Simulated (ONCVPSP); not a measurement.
**Promethium: generating and testing an ONCV potential**

Aim: build the potential from the settings below, then test how well it stands in for the atom: other configurations, scattering, ghost states and the plane-wave cutoff that it needs.

The numbers are computed with ONCVPSP 4.0.1.1 (patched build) (LDA (Perdew-Wang 92), scalar-relativistic, spin-unpolarised reference atom).

## 1. The design

Typed settings, in words:

```json
{
  "element": "promethium (Pm, Z = 61)",
  "type": "optimised norm-conserving Vanderbilt (ONCV)",
  "frozen core": "[Kr] 4d10",
  "valence charge": "15",
  "reference configuration": "4f4 5s2 5p6 (charge +3)",
  "partial waves": "5s: rc 2.45 bohr, ncon 4, nbas 7, qcut 6 1/bohr, 2 projectors, debl 1.5 Ha; 5p: rc 1.65 bohr, ncon 4, nbas 7, qcut 4.8 1/bohr, 2 projectors, debl 0.9 Ha; d scattering state at 0.39 Ha: rc 1.95 bohr, ncon 4, nbas 9, qcut 4.2 1/bohr, 2 projectors, debl 1.9 Ha; 4f: rc 1.25 bohr, ncon 3, nbas 8, qcut 13.7 1/bohr, 1 projector",
  "local potential": "polynomial inside 1.00 bohr (lpopt 3, dvloc0 -1 Ha)",
  "core correction": "Teter function, fcfact 5.25, rcfact 1.1"
}
```

## 2. Generation

The input, Pm.dat:

```
# ATOM AND REFERENCE CONFIGURATION
# atsym  z   nc   nv     iexc    psfile
  Pm 61.00    9    3  -001012      upf
#
#   n    l    f
    1    0    2.00
    2    0    2.00
    2    1    6.00
    3    0    2.00
    3    1    6.00
    3    2   10.00
    4    0    2.00
    4    1    6.00
    4    2   10.00
    4    3    4.00
    5    0    2.00
    5    1    6.00
#
# PSEUDOPOTENTIAL AND OPTIMIZATION
# lmax
    3
#
#   l,   rc,      ep,       ncon, nbas, qcut
    0    2.45    0.00    4    7    6.00
    1    1.65    0.00    4    7    4.80
    2    1.95    0.39    4    9    4.20
    3    1.25    0.00    3    8   13.70
#
# LOCAL POTENTIAL
# lloc, lpopt,  rc(5),   dvloc0
    4    3    1.00   -1.00
#
# VANDERBILT-KLEINMAN-BYLANDER PROJECTORs
# l, nproj, debl
    0    2    1.50
    1    2    0.90
    2    2    1.90
    3    1    1.20
#
# MODEL CORE CHARGE
# icmod, fcfact, rcfact
    3    5.25    1.10
#
# LOG DERIVATIVE ANALYSIS
# epsh1, epsh2, depsh
   -4.00    5.00    0.02
#
# OUTPUT GRID
# rlmax, drl
    6.00    0.01
#
# TEST CONFIGURATIONS
# ncnf
    4
# nvcnf
#   n    l    f
    4
    4    3    5.00
    5    0    2.00
    5    1    6.00
    6    0    2.00
#
    4
    4    3    5.00
    5    0    2.00
    5    1    6.00
    6    0    1.00
#
    3
    4    3    5.00
    5    0    2.00
    5    1    6.00
#
    5
    4    3    4.00
    5    0    2.00
    5    1    6.00
    5    2    1.00
    6    0    2.00
#
```

Started as:

```
oncvpsp.x < Pm.dat > Pm.out
```

Q: Predict the outcome of this session. Wanted: cutoffs for 1 and 0.1 mHa per electron, occupied waves; bound ghosts; GHOST(+) flags; largest test error; largest phase difference near zero energy, channels read; rms error of d²Exc/dn², without and with the model core; projector energies reset by the program.

As calculated:

```
                                                quantity                                                         value
  cutoffs for 1 and 0.1 mHa per electron, occupied waves                                               77 Ha and 85 Ha
                                            bound ghosts                                               s at -122.82 eV
                                          GHOST(+) flags                                       p at 87 eV, d at 186 eV
                            largest test error (AE − PS)                                  -84 meV, for 4f5 5s2 5p6 6s1
largest phase difference near zero energy, channels read                                                     0.022 rad
 rms error of d²Exc/dn², without and with the model core                                            15.35 and 8.64 mHa
                 projector energies reset by the program  s: -2.555, 0.050 Ha; p: -1.809, 0.250 Ha; d: 0.050, 1.950 Ha
```

**Reading.** It has a bound ghost (s), a state that the atom doesn't have, and that rules the file out. By total energies transferability is fair: the largest error is 84 meV on 34.6 eV, for 4f5 5s2 5p6 6s1. The potential is very hard: the looser tolerance needs 77 Ha. At the looser tolerance the 4f wave is the slowest; 5p needs 40 Ha. Near zero energy the phases of the channels with partial waves agree within 0.022 rad. The program also flags highly localised states, GHOST(+) (p, d). All of this concerns the isolated atom, not yet a solid.
